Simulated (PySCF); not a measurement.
# C6H11NO: the cost of one run

Computed with PySCF 2.14.0, with density-fitted response routines of our own, on a single molecule, in the gas phase or a continuum. Atoms are numbered from 0 throughout.

### 1 Starting geometry

19 atoms, charge 0, multiplicity 1; geometry from: GFN2-xTB. The atoms were then displaced at random by about 0.01 Å, so the start is not that level's minimum.

Bonds of the start (Å): C0–N1 1.48, N1–C2 1.45, N1–C3 1.33, C3–O4 1.22, C3–C5 1.53, C5–C6 1.49, C6–C7 1.50, C7–C5 1.49, C0–H8 1.08, C0–H9 1.09, C0–H10 1.08, C2–H11 1.12, C2–H12 1.08, C2–H13 1.08, C5–H14 1.07, C6–H15 1.07, C6–H16 1.09, C7–H17 1.08, C7–H18 1.08.

### 2 Relaxing the molecule at PBE0-D3(BJ)/def2-SVP

The job: settings as JSON, then the geometry in Å.

```
{"job": {"xc": "PBE0", "basis": "def2-SVP", "d3": "d3bj", "grid": 1, "shake": 0.01, "kind": "geom"}, "charge": 0, "multiplicity": 1}
C      2.242820    -1.223310    -0.347520
N      1.108840    -0.277730    -0.279910
C      1.185620     0.895080    -1.124190
C      0.134130    -0.516100     0.588200
O      0.039270    -1.556900     1.225740
C     -0.952750     0.551810     0.688750
C     -2.121820     0.263380     1.571860
C     -2.283760     0.251090     0.084830
H      2.019590    -2.009420     0.357820
H      3.150720    -0.702470    -0.059070
H      2.314580    -1.598840    -1.355260
H      1.670940     1.740210    -0.579120
H      1.796740     0.668730    -1.989240
H      0.205270     1.197930    -1.467470
H     -0.593690     1.555020     0.639090
H     -2.126270    -0.666520     2.098370
H     -2.552120     1.095680     2.130500
H     -2.433110    -0.705730    -0.387350
H     -2.835740     1.045160    -0.387010
```

Command:

```sh
$ OMP_NUM_THREADS=1 python probes_run.py task.json out
```

This one command runs all jobs of the session in turn.

**Question.** How long does this first job take on 1 thread of AMD EPYC 9R45, shared host, and how much memory does it need?

About 77 s, with a peak of 0.76 GiB.
